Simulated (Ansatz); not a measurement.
# C2HF2Ge (SMILES C#[C][Ge]([F])[F]): UCAM-B3LYP/6-31G(d) (spherical functions)

What is the vertical ionisation energy of C2HF2Ge at UCAM-B3LYP/6-31G* (spherical functions)? 

The results are computed with Ansatz 0.2.0.

69 further runs of the same task are left out: 69 set aside as unsound or not needed.

### 1 Starting point

C2HF2Ge has 6 atoms, charge 0, and is taken as a doublet. SMILES: `C#[C][Ge]([F])[F]`. The coordinates come from a PBE0-D4/def2-TZVP relaxation.

Bond lengths: C1–C2 1.206 Å, C2–Ge3 1.892 Å, Ge3–F4 1.728 Å, Ge3–F5 1.728 Å, C1–H6 1.067 Å. Angles: C1–C2–Ge3 171.1°, C2–Ge3–F4 108.5°, C2–Ge3–F5 108.5°, F4–Ge3–F5 104.7°, C2–C1–H6 178.2°.

### 2 A single-point energy at UCAM-B3LYP/6-31G(d) (spherical functions)

The input, run.yaml:

```yaml
crystal:
  periodic: [false, false, false]
  atoms:
    - {symbol: C, position_ang: [-0.190100, 0.518400, 1.692900]}
    - {symbol: C, position_ang: [-0.131400, 0.204200, 0.530300]}
    - {symbol: Ge, position_ang: [-0.289600, -0.139700, -1.323100]}
    - {symbol: F, position_ang: [-0.276600, -1.850600, -1.565100]}
    - {symbol: F, position_ang: [1.142900, 0.424100, -2.108200]}
    - {symbol: H, position_ang: [-0.213200, 0.779700, 2.727000]}
basis:
  gaussian:
    orbitals: 6-31G_st_-spherical.json
magnetization:
  spin_polarized: true
  initial_magnetization: 1
hamiltonian:
  xc: {name: CAM-B3LYP}
accuracy: high
output: {orbitals: {seedname: orbitals}}
```

The basis set 6-31G* is read from a file made from the Basis Set Exchange's data (not shown).

Started as:

```sh
$ ansatz run run.yaml --threads 1 --pin off --max-ram 3480MiB --events-out events.jsonl --progress --plain --runs-dir runs
```

The log of the run:

```text
Warning: RAYON_NUM_THREADS=1 ignored (pool sized by the plan → 1); use --threads N
Functional definition: CAM-B3LYP
  name "CAM-B3LYP"
  parameter alpha = 0.19
  parameter beta = 0.46
  parameter omega = 0.33/bohr
  parameter ac = 0.81
  exchange = (1 - alpha - beta)*b88_x + beta*b88_x_sr(omega) + alpha*exact_x + beta*exact_x_lr(omega)
  correlation = (1 - ac)*vwn5_c + ac*lyp_c
1871 factors; integrals over basis functions are off by at most 9.0e-9 eV
388 factors; integrals over basis functions are off by at most 1.6e-9 eV
mean field evaluation 1: about -64028.3332 eV, gradient 3.7e1 eV
mean field evaluation 2: about -64026.4899 eV, gradient 4.8e1 eV
mean field evaluation 4: about -64033.5453 eV, gradient 1.5e0 eV
mean field evaluation 8: about -64033.6841 eV, gradient 6.7e-2 eV
mean field evaluation 16: about -64033.6841 eV, gradient 7.2e-4 eV
mean field evaluation 32: about -64033.6841 eV, gradient 1.5e-7 eV
mean field -64033.68414733 eV, -2353.1944888243 hartree, gradient 2.8e-8 eV, S^2 0.752793; 0 other end points of the search recorded, 0 dependent functions left out
reference -64033.68416559 eV, -2353.1944894954 hartree; 32, 31 occupied and 58, 59 virtual orbitals, 1871 factors
Total energy: -64033.68416559 eV, -2353.1944894954 hartree
```

Wall time 19 s (1 thread of Arm Neoverse V2, shared host); peak memory 0.54 GiB.

### 3 The singlet cation at the same level

The input, job.yaml:

```yaml
crystal:
  periodic: [false, false, false]
  atoms:
    - {symbol: C, position_ang: [-0.190100, 0.518400, 1.692900]}
    - {symbol: C, position_ang: [-0.131400, 0.204200, 0.530300]}
    - {symbol: Ge, position_ang: [-0.289600, -0.139700, -1.323100]}
    - {symbol: F, position_ang: [-0.276600, -1.850600, -1.565100]}
    - {symbol: F, position_ang: [1.142900, 0.424100, -2.108200]}
    - {symbol: H, position_ang: [-0.213200, 0.779700, 2.727000]}
basis:
  gaussian: {orbitals: 6-31G_st_-spherical.json}
magnetization: {spin_polarized: false}
accuracy: high
hamiltonian: {xc: {name: CAM-B3LYP}}
output: {orbitals: {seedname: orbitals}}
total_charge: 1
```

The basis set 6-31G* is read from a file made from the Basis Set Exchange's data (not shown).

Started as:

```sh
$ ansatz run job.yaml --threads 1 --pin off --max-ram 3480MiB --events-out events.jsonl --progress --plain --runs-dir runs
```

The log of the run (excerpt; [...] marks lines left out):

```text
Warning: RAYON_NUM_THREADS=1 ignored (pool sized by the plan → 1); use --threads N
[... 8 set-up lines as earlier in the session ...]
1872 factors; integrals over basis functions are off by at most 9.0e-9 eV
388 factors; integrals over basis functions are off by at most 1.6e-9 eV
mean field evaluation 1: about -64010.8435 eV, gradient 8.3e1 eV
mean field evaluation 2: about -63988.8141 eV, gradient 1.5e2 eV
mean field evaluation 4: about -64023.5833 eV, gradient 7.1e0 eV
mean field evaluation 8: about -64023.8255 eV, gradient 1.0e0 eV
mean field evaluation 16: about -64023.8285 eV, gradient 3.1e-3 eV
mean field -64023.82848987 eV, -2352.8323000931 hartree, gradient 5.6e-8 eV, S^2 0.000000; 0 other end points of the search recorded, 0 dependent functions left out
reference -64023.82850833 eV, -2352.8323007716 hartree; 31, 31 occupied and 59, 59 virtual orbitals, 1872 factors
Total energy: -64023.82850833 eV, -2352.8323007716 hartree
```

Wall time 9.3 s (1 thread of Arm Neoverse V2, shared host); peak memory 0.35 GiB.

### 4 Results

At UCAM-B3LYP/6-31G* (spherical functions):

| quantity | value |
| --- | --- |
| doublet C2HF2Ge: total energy | -2353.19449 Eh |
| doublet C2HF2Ge: HOMO energy (highest over α and β) | -8.63 eV |
| doublet C2HF2Ge: LUMO energy (lowest over α and β) | -2.90 eV |
| doublet C2HF2Ge: ⟨S²⟩ | 0.753 |
| singlet cation: total energy | -2352.83230 Eh |
| singlet cation: HOMO energy | -16.34 eV |
| singlet cation: LUMO energy | -10.99 eV |
| singlet cation: HOMO–LUMO gap | 5.35 eV |
| vertical ionisation energy (to the singlet cation) | 9.856 eV |

In words: Removing an electron at fixed nuclei costs 9.86 eV (227 kcal/mol). Only the singlet of the ionised species was computed; a triplet could lie lower.
